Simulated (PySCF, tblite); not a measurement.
# C7H14GeO: geometry, infrared bands, NMR shifts, electronic excitations and core binding energies, part 2 of 2

tblite 0.8.0 and PySCF 2.14.0. Atoms count from 0. The steps go on from the part before.

### 6 Ultraviolet spectrum: B3LYP/def2-SVPD

What the job is given:

```
{"job": {"kind": "uv", "xc": "B3LYP", "basis": "def2-SVPD", "ip": true}, "charge": 0, "multiplicity": 1}
C     -2.626653    -0.621114     0.103269
C     -1.259414    -0.665857    -0.539875
C     -0.108954    -1.391165     0.198062
C      0.848468    -0.270604    -0.258084
O      1.764380     0.257998     0.650919
Ge     3.277986    -0.620397     1.008248
C     -0.378264     0.585686    -0.531039
C     -0.475800     1.865534    -1.285262
C     -0.654220     1.851798     0.208510
H     -3.306774     0.052728    -0.442536
H     -2.562319    -0.265008     1.143326
H     -3.091923    -1.619392     0.116803
H     -1.342360    -1.047867    -1.572505
H      0.122147    -2.430414    -0.080836
H     -0.248651    -1.324366     1.288344
H      1.347317    -0.542580    -1.211758
H      2.956229    -1.936930     1.743716
H      3.999300    -0.918387    -0.322966
H      4.081371     0.336506     1.896246
H     -1.362512     2.024995    -1.906637
H      0.447614     2.289327    -1.691738
H      0.159097     2.238089     0.828456
H     -1.659306     2.012829     0.608881
```

Method: TDDFT B3LYP/def2-SVPD, vertical, gas phase, core orbitals frozen in the response.

The log of the run:

```text
coarse grid: 83464 points
cycle   1  E = -2426.7499831334  dE =  4.807e-01  |g| = 8.919e-01  |ddm| = 1.129e+01
cycle   2  E = -2426.3592611389  dE =  3.907e-01  |g| = 1.652e+00  |ddm| = 4.710e+00
cycle   3  E = -2426.8898976065  dE = -5.306e-01  |g| = 2.469e-01  |ddm| = 3.349e+00
cycle   4  E = -2426.9015610171  dE = -1.166e-02  |g| = 6.253e-02  |ddm| = 5.896e-01
cycle   5  E = -2426.9023267862  dE = -7.658e-04  |g| = 1.554e-02  |ddm| = 1.900e-01
cycle   6  E = -2426.9023805698  dE = -5.378e-05  |g| = 5.288e-03  |ddm| = 7.824e-02
cycle   7  E = -2426.9023867479  dE = -6.178e-06  |g| = 9.843e-04  |ddm| = 1.823e-02
final grid: 177912 points
cycle   8  E = -2426.9024263157  dE = -1.774e-07  |g| = 1.368e-03  |ddm| = 4.152e-02
cycle   9  E = -2426.9024257190  dE =  5.966e-07  |g| = 2.083e-03  |ddm| = 1.096e-02
cycle  10  E = -2426.9024267764  dE = -1.057e-06  |g| = 1.456e-04  |ddm| = 6.508e-03
cycle  11  E = -2426.9024267811  dE = -4.678e-09  |g| = 4.095e-05  |ddm| = 5.308e-04
cycle  12  E = -2426.9024267814  dE = -3.006e-10  |g| = 1.101e-05  |ddm| = 1.064e-04
converged SCF energy = -2426.9024267814

Static polarisability (au): isotropic 114.981, principal 101.120 113.500 130.324

Singlet excitations
state   eV       nm        f      main configurations
  1   6.0286    205.7   0.00510   H->L 0.92
  2   6.4070    193.5   0.00779   H->L+1 0.96
  3   6.7310    184.2   0.01640   H-1->L 0.82
  4   6.8393    181.3   0.02858   H-2->L 0.77, H-1->L 0.08
  5   7.0278    176.4   0.03291   H->L+2 0.75
  6   7.0372    176.2   0.01414   H-1->L+1 0.84
  7   7.1331    173.8   0.00438   H-2->L+1 0.84
  8   7.1744    172.8   0.00337   H->L+3 0.74, H->L+4 0.13
  9   7.2257    171.6   0.02512   H-3->L 0.80
 10   7.2625    170.7   0.01311   H->L+4 0.74, H->L+3 0.11

Triplet excitations (Tamm-Dancoff, eV): 5.7803 6.2937 6.4792 6.7286
Vertical ionisation energy (delta-SCF) = 8.9483 eV
```

Run time: 8.7 min. Hardware: 1 thread of Arm Neoverse V2, shared host; peak memory 1.4 GiB.

Frontier orbitals and where they lie:

```
orbital     eV                         atoms
 HOMO−3  -8.10     O4 23 %, C6 18 %, C1 14 %
 HOMO−2  -7.70     O4 22 %, C6 15 %, C7 14 %
 HOMO−1  -7.60     C8 25 %, C6 19 %, C3 11 %
   HOMO  -7.10     O4 30 %, C7 13 %, C3 12 %
   LUMO  -0.11   Ge5 40 %, O4 12 %, H17 12 %
 LUMO+1   0.06  Ge5 47 %, H18 13 %, H16 13 %
 LUMO+2   0.67     C0 19 %, H9 11 %, H11 9 %
```

With each of the 10 states as a Gaussian band of 0.4 eV half-width at 1/e, the curve within the window shown has maxima at 177 nm (ε 4,700) L/(mol cm). Beyond the last state computed it falls off for lack of states. The curve at chosen wavelengths:

(nm, ε (L/mol/cm)): (164, 1290), (167, 2316), (169, 3066), (172, 4051), (174, 4488), (177, 4697), (179, 4545), (182, 3986), (184, 3482), (187, 2682), (190, 1960), (192, 1562), (195, 1105), (197, 883), (200, 647), (202, 536), (205, 413), (208, 320), (210, 268), (213, 201), (215, 163), (218, 114), (220, 87), (223, 56), (225, 41), (228, 24)

Leading natural transition orbitals of singlet state 5: the hole lies on O4 24 %; C7 16 %; C2, C6 about 11 % each; the particle on H12 18 %; H9, H11, H19 about 11 % each; H13 8 %.

Leading natural transition orbitals of singlet state 1: the hole lies on O4 46 %; C2 11 %; C3 8 %; the particle on H16, H17, H18 about 18 % each; Ge5 17 %; O4 13 %.

Ground-state properties from the same run:

```
           property  computed
  dipole moment (D)      1.13
polarisability (Å³)     17.04
 HOMO–LUMO gap (eV)      6.99
      −ε(HOMO) (eV)      7.10
```

### 7 NMR shieldings: KT2/pcSseg-1

The job, as its differences from that of step 6:

```diff
@@ -1,2 +1,2 @@
-{"job": {"kind": "uv", "xc": "B3LYP", "basis": "def2-SVPD", "ip": true}, "charge": 0, "multiplicity": 1}
+{"job": {"kind": "nmr", "xc": "KT2", "basis": "pcSseg-1", "pop": false}, "charge": 0, "multiplicity": 1}
 C     -2.626653    -0.621114     0.103269
```

Level: GIAO KT2/pcSseg-1 NMR shielding, non-relativistic, gas phase.

The log of the run:

```text
coarse grid: 83464 points
cycle   1  E = -2441.3739224561  dE =  3.712e-01  |g| = 1.090e+00  |ddm| = 4.399e+00
cycle   2  E = -2440.2091948604  dE =  1.165e+00  |g| = 2.503e+00  |ddm| = 3.959e+00
cycle   3  E = -2441.5389760443  dE = -1.330e+00  |g| = 4.504e-01  |ddm| = 3.605e+00
cycle   4  E = -2441.5777757367  dE = -3.880e-02  |g| = 1.819e-01  |ddm| = 6.451e-01
cycle   5  E = -2441.5844599370  dE = -6.684e-03  |g| = 4.460e-02  |ddm| = 2.346e-01
cycle   6  E = -2441.5849151123  dE = -4.552e-04  |g| = 1.876e-02  |ddm| = 7.434e-02
cycle   7  E = -2441.5849901853  dE = -7.507e-05  |g| = 4.230e-03  |ddm| = 2.069e-02
cycle   8  E = -2441.5849941547  dE = -3.969e-06  |g| = 1.420e-03  |ddm| = 6.447e-03
final grid: 177912 points
cycle   9  E = -2441.5850221953  dE =  8.913e-07  |g| = 2.684e-03  |ddm| = 5.764e-03
cycle  10  E = -2441.5850173620  dE =  4.833e-06  |g| = 5.576e-03  |ddm| = 8.103e-03
cycle  11  E = -2441.5850236374  dE = -6.275e-06  |g| = 6.408e-04  |ddm| = 5.400e-03
cycle  12  E = -2441.5850237200  dE = -8.261e-08  |g| = 7.592e-05  |ddm| = 6.892e-04
cycle  13  E = -2441.5850237214  dE = -1.390e-09  |g| = 1.430e-05  |ddm| = 1.135e-04
cycle  14  E = -2441.5850237214  dE = -4.775e-11  |g| = 4.039e-06  |ddm| = 1.979e-05
converged SCF energy = -2441.5850237214

GIAO shielding tensors (ppm)
atom      isotropic    diamagn.    paramagn.     s11        s22        s33       span
  0 C      164.974     247.169     -82.195    147.172    163.461    184.289     37.117
  1 C      152.716     251.623     -98.907    140.616    153.782    163.750     23.134
  2 C      140.797     254.050    -113.253    124.266    136.295    161.829     37.563
  3 C      105.786     248.460    -142.674     80.620     91.508    145.229     64.609
  4 O      275.507     403.483    -127.976    235.668    284.663    306.190     70.522
  5 Ge    1414.425    2759.807   -1345.382   1272.309   1315.291   1655.674    383.365
  6 C      148.114     254.968    -106.855    110.298    129.069    204.975     94.677
  7 C      173.684     254.024     -80.340    151.007    170.297    199.747     48.740
  8 C      180.065     253.258     -73.193    154.260    178.271    207.664     53.404
  9 H       30.361      29.369       0.992     25.666     27.902     37.515     11.849
 10 H       30.535      31.267      -0.732     26.579     29.807     35.219      8.641
 11 H       29.989      28.042       1.947     25.630     27.167     37.171     11.541
 12 H       29.124      33.224      -4.100     24.999     28.313     34.059      9.060
 13 H       28.655      32.377      -3.722     24.684     27.179     34.103      9.419
 14 H       29.838      33.788      -3.949     26.913     29.870     32.732      5.818
 15 H       27.060      33.841      -6.781     22.635     28.351     30.194      7.559
 16 H       26.005      28.158      -2.154     19.189     23.026     35.799     16.610
 17 H       26.255      28.067      -1.812     20.194     22.343     36.227     16.032
 18 H       26.302      27.798      -1.496     19.737     22.212     36.956     17.219
 19 H       30.834      31.384      -0.550     25.168     27.858     39.475     14.307
 20 H       30.769      31.696      -0.927     24.923     28.313     39.071     14.148
 21 H       30.231      32.113      -1.882     24.071     28.446     38.175     14.105
 22 H       30.785      32.097      -1.312     25.494     28.075     38.787     13.294
```

Wall time 63 s (1 thread of Arm Neoverse V2, shared host); peak memory 1.2 GiB.

Key values: δ C3 77.4, C2 42.4, C6 35.1, C1 30.5, H16 4.99, H15 4.12 ppm (means over like atoms).

### 8 Core holes by ΔSCF: SCAN, X2C

The job, as its differences from that of step 7:

```diff
@@ -1,2 +1,2 @@
-{"job": {"kind": "nmr", "xc": "KT2", "basis": "pcSseg-1", "pop": false}, "charge": 0, "multiplicity": 1}
+{"job": {"kind": "xps"}, "charge": 0, "multiplicity": 1}
 C     -2.626653    -0.621114     0.103269
```

With the program's defaults for keys left out, this is: delta-SCF UKS SCAN, pcX-2 on the ionised atom, pcseg-1 elsewhere, spin-free X2C.

The log of the run:

```text
ground state, core basis on atom 0 (C), 240 functions
  cycle   1  E = -2444.07820731  |g| = 7.86e-01
  cycle   2  E = -2443.64545794  |g| = 1.60e+00
  cycle   3  E = -2444.20638245  |g| = 2.75e-01
  cycle   4  E = -2444.22292712  |g| = 7.43e-02
  cycle   5  E = -2444.22414794  |g| = 2.27e-02
  cycle   6  E = -2444.22425996  |g| = 9.12e-03
  cycle   7  E = -2444.22427690  |g| = 1.67e-03
  cycle   8  E = -2444.22427739  |g| = 7.57e-04
  cycle   9  E = -2444.22427817  |g| = 1.75e-04
  E(ground) = -2444.37668085 Eh
hole in C 1s of atom 0
  cycle   1  E = -2432.99052351  |g| = 1.51e+00
  cycle   2  E = -2432.26062530  |g| = 1.84e+00
  cycle   3  E = -2433.49387678  |g| = 3.68e-01
  cycle   4  E = -2433.52345343  |g| = 2.58e-01
  cycle   5  E = -2433.55091269  |g| = 8.02e-02
  cycle   6  E = -2433.55292502  |g| = 3.30e-02
  cycle   7  E = -2433.55338721  |g| = 6.86e-03
  cycle   8  E = -2433.55341252  |g| = 3.88e-03
  cycle   9  E = -2433.55342043  |g| = 1.53e-03
  cycle  10  E = -2433.55341939  |g| = 8.02e-04
  cycle  11  E = -2433.55342258  |g| = 2.19e-04
  E(ion) = -2433.70472202 Eh   <S^2> = 0.7679   hole on atom = 1.000   binding energy = 290.399 eV
ground state, core basis on atom 1 (C), 240 functions
  cycle   1  E = -2444.22613911  |g| = 5.97e-02
  cycle   2  E = -2444.22608648  |g| = 2.58e-02
  cycle   3  E = -2444.22614911  |g| = 2.06e-02
  cycle   4  E = -2444.22625229  |g| = 3.11e-03
  cycle   5  E = -2444.22625539  |g| = 6.26e-04
  cycle   6  E = -2444.22625740  |g| = 2.15e-04
  E(ground) = -2444.37898498 Eh
hole in C 1s of atom 1
  cycle   1  E = -2432.97671477  |g| = 1.52e+00
  cycle   2  E = -2431.87170392  |g| = 2.12e+00
  cycle   3  E = -2433.48366650  |g| = 4.17e-01
  cycle   4  E = -2433.52322521  |g| = 2.92e-01
  cycle   5  E = -2433.55557129  |g| = 9.52e-02
  cycle   6  E = -2433.55861506  |g| = 3.06e-02
  cycle   7  E = -2433.55901887  |g| = 7.88e-03
  cycle   8  E = -2433.55905073  |g| = 4.07e-03
  cycle   9  E = -2433.55906109  |g| = 1.61e-03
  cycle  10  E = -2433.55906457  |g| = 7.57e-04
  cycle  11  E = -2433.55906568  |g| = 2.41e-04
  E(ion) = -2433.71067343 Eh   <S^2> = 0.7714   hole on atom = 1.000   binding energy = 290.300 eV
ground state, core basis on atom 2 (C), 240 functions
  cycle   1  E = -2444.22568187  |g| = 5.84e-02
  cycle   2  E = -2444.22562336  |g| = 2.47e-02
  cycle   3  E = -2444.22564807  |g| = 2.22e-02
  cycle   4  E = -2444.22576844  |g| = 1.78e-03
  cycle   5  E = -2444.22576670  |g| = 3.88e-04
  E(ground) = -2444.37884303 Eh
hole in C 1s of atom 2
  cycle   1  E = -2432.98856975  |g| = 1.52e+00
  cycle   2  E = -2431.97470654  |g| = 2.05e+00
  cycle   3  E = -2433.48280019  |g| = 4.55e-01
  cycle   4  E = -2433.51066934  |g| = 3.83e-01
  cycle   5  E = -2433.56610750  |g| = 8.13e-02
  cycle   6  E = -2433.56826067  |g| = 3.29e-02
  cycle   7  E = -2433.56875161  |g| = 7.27e-03
  cycle   8  E = -2433.56877944  |g| = 3.38e-03
  cycle   9  E = -2433.56878596  |g| = 1.36e-03
  cycle  10  E = -2433.56878663  |g| = 7.43e-04
  cycle  11  E = -2433.56878756  |g| = 2.62e-04
  E(ion) = -2433.72046983 Eh   <S^2> = 0.7698   hole on atom = 1.000   binding energy = 290.029 eV
ground state, core basis on atom 3 (C), 240 functions
  cycle   1  E = -2444.22801926  |g| = 5.83e-02
  cycle   2  E = -2444.22796993  |g| = 2.23e-02
  cycle   3  E = -2444.22797103  |g| = 2.23e-02
  cycle   4  E = -2444.22809607  |g| = 3.27e-03
  cycle   5  E = -2444.22809877  |g| = 8.64e-04
  cycle   6  E = -2444.22809861  |g| = 2.06e-04
  E(ground) = -2444.38044080 Eh
hole in C 1s of atom 3
  cycle   1  E = -2432.93487039  |g| = 1.52e+00
  cycle   2  E = -2431.39384281  |g| = 2.37e+00
  cycle   3  E = -2433.44408767  |g| = 3.96e-01
  cycle   4  E = -2433.49484361  |g| = 1.99e-01
  cycle   5  E = -2433.51128194  |g| = 8.61e-02
  cycle   6  E = -2433.51383332  |g| = 2.83e-02
  cycle   7  E = -2433.51415044  |g| = 1.00e-02
  cycle   8  E = -2433.51420504  |g| = 4.02e-03
  cycle   9  E = -2433.51421416  |g| = 2.12e-03
  cycle  10  E = -2433.51421797  |g| = 9.79e-04
  cycle  11  E = -2433.51422003  |g| = 3.31e-04
  E(ion) = -2433.66541591 Eh   <S^2> = 0.7743   hole on atom = 1.000   binding energy = 291.571 eV
ground state, core basis on atom 4 (O), 240 functions
  cycle   1  E = -2444.25597703  |g| = 1.03e-01
  cycle   2  E = -2444.25418085  |g| = 1.11e-01
  cycle   3  E = -2444.25575775  |g| = 6.31e-02
  cycle   4  E = -2444.25647140  |g| = 6.12e-03
  cycle   5  E = -2444.25647571  |g| = 1.25e-03
  cycle   6  E = -2444.25647584  |g| = 2.37e-04
  E(ground) = -2444.40663669 Eh
hole in O 1s of atom 4
  cycle   1  E = -2423.66204632  |g| = 2.24e+00
  cycle   2  E = -2422.77597812  |g| = 2.44e+00
  cycle   3  E = -2424.38970681  |g| = 5.47e-01
  cycle   4  E = -2424.46546137  |g| = 3.03e-01
  cycle   5  E = -2424.51047787  |g| = 6.96e-02
  cycle   6  E = -2424.51236411  |g| = 1.31e-02
  cycle   7  E = -2424.51243667  |g| = 6.63e-03
  cycle   8  E = -2424.51245858  |g| = 1.80e-03
  cycle   9  E = -2424.51245838  |g| = 6.41e-04
  cycle  10  E = -2424.51245879  |g| = 3.07e-04
  E(ion) = -2424.66286333 Eh   <S^2> = 0.7632   hole on atom = 1.000   binding energy = 537.255 eV
ground state, core basis on atom 6 (C), 240 functions
  cycle   1  E = -2444.22629901  |g| = 1.02e-01
  cycle   2  E = -2444.22180665  |g| = 1.75e-01
  cycle   3  E = -2444.22749263  |g| = 2.44e-02
  cycle   4  E = -2444.22760092  |g| = 8.40e-03
  cycle   5  E = -2444.22762005  |g| = 1.36e-03
  cycle   6  E = -2444.22762005  |g| = 3.01e-04
  E(ground) = -2444.38085843 Eh
hole in C 1s of atom 6
  cycle   1  E = -2432.98147930  |g| = 1.54e+00
  cycle   2  E = -2431.72542190  |g| = 2.24e+00
  cycle   3  E = -2433.50020572  |g| = 4.12e-01
  cycle   4  E = -2433.54601248  |g| = 2.53e-01
  cycle   5  E = -2433.56775259  |g| = 9.98e-02
  cycle   6  E = -2433.57135508  |g| = 2.58e-02
  cycle   7  E = -2433.57163362  |g| = 9.71e-03
  cycle   8  E = -2433.57169068  |g| = 3.31e-03
  cycle   9  E = -2433.57170015  |g| = 1.90e-03
  cycle  10  E = -2433.57170367  |g| = 8.44e-04
  cycle  11  E = -2433.57170493  |g| = 2.53e-04
  E(ion) = -2433.72348479 Eh   <S^2> = 0.7746   hole on atom = 1.000   binding energy = 290.002 eV
ground state, core basis on atom 7 (C), 240 functions
  cycle   1  E = -2444.22586857  |g| = 5.76e-02
  cycle   2  E = -2444.22582731  |g| = 2.10e-02
  cycle   3  E = -2444.22582031  |g| = 2.19e-02
  cycle   4  E = -2444.22593040  |g| = 2.88e-03
  cycle   5  E = -2444.22593305  |g| = 5.82e-04
  cycle   6  E = -2444.22593254  |g| = 2.36e-04
  E(ground) = -2444.37863907 Eh
hole in C 1s of atom 7
  cycle   1  E = -2432.98869233  |g| = 1.51e+00
  cycle   2  E = -2432.13574236  |g| = 1.94e+00
  cycle   3  E = -2433.50163013  |g| = 3.79e-01
  cycle   4  E = -2433.54711432  |g| = 1.88e-01
  cycle   5  E = -2433.56314280  |g| = 6.29e-02
  cycle   6  E = -2433.56432877  |g| = 3.31e-02
  cycle   7  E = -2433.56475378  |g| = 7.61e-03
  cycle   8  E = -2433.56478599  |g| = 3.02e-03
  cycle   9  E = -2433.56478952  |g| = 1.81e-03
  cycle  10  E = -2433.56479456  |g| = 7.42e-04
  cycle  11  E = -2433.56479235  |g| = 2.70e-04
  E(ion) = -2433.71646068 Eh   <S^2> = 0.7707   hole on atom = 1.000   binding energy = 290.133 eV
ground state, core basis on atom 8 (C), 240 functions
  cycle   1  E = -2444.22560159  |g| = 5.81e-02
  cycle   2  E = -2444.22552159  |g| = 2.60e-02
  cycle   3  E = -2444.22553963  |g| = 2.44e-02
  cycle   4  E = -2444.22568663  |g| = 1.37e-03
  cycle   5  E = -2444.22569073  |g| = 2.97e-04
  E(ground) = -2444.37859090 Eh
hole in C 1s of atom 8
  cycle   1  E = -2432.98928605  |g| = 1.52e+00
  cycle   2  E = -2432.17199669  |g| = 1.93e+00
  cycle   3  E = -2433.51162167  |g| = 3.59e-01
  cycle   4  E = -2433.55896709  |g| = 1.26e-01
  cycle   5  E = -2433.56580663  |g| = 4.67e-02
  cycle   6  E = -2433.56680463  |g| = 1.23e-02
  cycle   7  E = -2433.56684533  |g| = 9.06e-03
  cycle   8  E = -2433.56688151  |g| = 3.08e-03
  cycle   9  E = -2433.56688804  |g| = 1.72e-03
  cycle  10  E = -2433.56688830  |g| = 9.20e-04
  cycle  11  E = -2433.56688998  |g| = 2.36e-04
  E(ion) = -2433.71847151 Eh   <S^2> = 0.7704   hole on atom = 1.000   binding energy = 290.077 eV
```

It took 2.1 min on 1 thread of Arm Neoverse V2, shared host; peak memory 0.97 GiB.

The holes in one table. −ε is the ground-state orbital energy:

| hole | stands for | environment | ΔSCF (eV) | −ε (eV) | ⟨S²⟩ |
| --- | --- | --- | --- | --- | --- |
| C1s on C0 | C0 | methyl carbon | 290.40 | 273.3 | 0.768 |
| C1s on C1 | C1 | sp3 CH in a ring | 290.30 | 273.8 | 0.771 |
| C1s on C2 | C2 | sp3 CH2 in a ring | 290.03 | 273.4 | 0.770 |
| C1s on C3 | C3 | sp3 CH bonded to O | 291.57 | 274.9 | 0.774 |
| O1s on O4 | O4 | oxygen bonded to C, Ge | 537.26 | 516.4 | 0.763 |
| C1s on C6 | C6 | three-membered-ring carbon | 290.00 | 273.7 | 0.775 |
| C1s on C7 | C7 | three-membered-ring carbon | 290.13 | 273.4 | 0.771 |
| C1s on C8 | C8 | three-membered-ring carbon | 290.08 | 273.4 | 0.770 |

### 9 Comparing the runs: NMR shifts

Shifts (ppm) of some atoms, chosen among heavy atoms and hydrogens apart, with basis size and wall time:

```
          run    C3    C6    C1   H15   H13    O4  Ge5  functions  time
PBE0/pcSseg-1  73.7  32.3  27.7  3.83  2.31  40.9  -86        247  57 s
 KT2/pcSseg-1  77.4  35.1  30.5  4.12  2.52  55.1  -91        247  63 s
```

### 10 Summary of results

This closing draws on all 2 parts.

| quantity | value |
| --- | --- |
| strongest single infrared mode (GFN2-xTB) | 1975 cm⁻¹, 521 km/mol |
| zero-point energy (GFN2-xTB) | 116.7 kcal/mol |
| point group | C1 |
| rotational constants (main isotopes) | 2.43, 0.55, 0.48 GHz |
| ¹³C shifts against TMS (PBE0/pcSseg-1) | 73.7, 40.3, 32.3, 27.7, 18.0, 8.9, 3.3 ppm |
| ¹H shifts against TMS (PBE0/pcSseg-1, means over atoms taken as alike) | 4.87, 3.83, 2.31, 1.86, 1.34, 0.92, 0.86, 0.40, 0.37, 0.32 ppm |
| ¹⁷O shifts against H2O (PBE0/pcSseg-1) | 40.9 ppm |
| ⁷³Ge shifts against GeMe4 (PBE0/pcSseg-1) | -86 ppm |
| potential on the surface of density 0.002 e/bohr³, 1st and 99th percentile | -1.21 V and 1.09 V |
| lowest singlet (B3LYP/def2-SVPD) | 6.03 eV (206 nm), f = 0.005 |
| brightest single state of those computed | state 5, 7.03 eV, f = 0.033 |
| lowest triplet | 5.78 eV |
| vertical ionisation energy (ΔSCF) | 8.95 eV |
| C1s binding energies, SCAN/pcX-2 | C3 291.57, C0 290.40, C1 290.30, C7 290.13, C8 290.08, C2 290.03, C6 290.00 eV |
| O1s binding energies, SCAN/pcX-2 | O4 537.26 eV |
| range of the shift of O4 | 40.9 to 55.1 ppm |

Relaxing lowered the energy by 1.173 eV in 152 steps; the close pair that moved most is C3–C6, from 1.448 to 1.524 Å (GFN2-xTB). All 63 modes are real, so the xTB geometry is a minimum. The strongest single mode, at 1975 cm⁻¹, moves mainly H16 and H17. Unscaled tight-binding wavenumbers are off by several per cent, some by more. Its intensities can rank the bands wrongly. The start of the PBE0/def2-SVP relaxation was shaken at random by about 0.01 Å, so part of the energy gained, and of the first lengths quoted, undoes that. The optimisation took 14 steps and gained 0.376 eV; among the close pairs (by a distance rule), O4–Ge5 changed most, from 1.736 to 1.786 Å (PBE0/def2-SVP). No frequency check was run at this level, so the end point may be a saddle. C3 (sp3 CH bonded to O) lies farthest downfield among carbon, at 73.7 ppm; deshielded by the electronegative neighbour. At PBE0/pcSseg-1: Shielding is most anisotropic at Ge5 (span 354 ppm, paramagnetic term -1339 ppm). ΔSCF puts the ionisation energy at 8.95 eV, 1.85 eV above −ε(HOMO). At SCAN/pcX-2: The C1s levels kept as sound span 1.57 eV, from C6 (three-membered-ring carbon) up to C3 (sp3 CH bonded to O). Across the 2 runs the shift of O4 moves most, between 40.9 (PBE0/pcSseg-1) and 55.1 ppm (KT2/pcSseg-1). Spin-orbit coupling is left out, which matters for shieldings and couplings at and beside the heavy atoms. The conformer search found further structures of the same energy, which may be mirror or relabelled copies of this one.
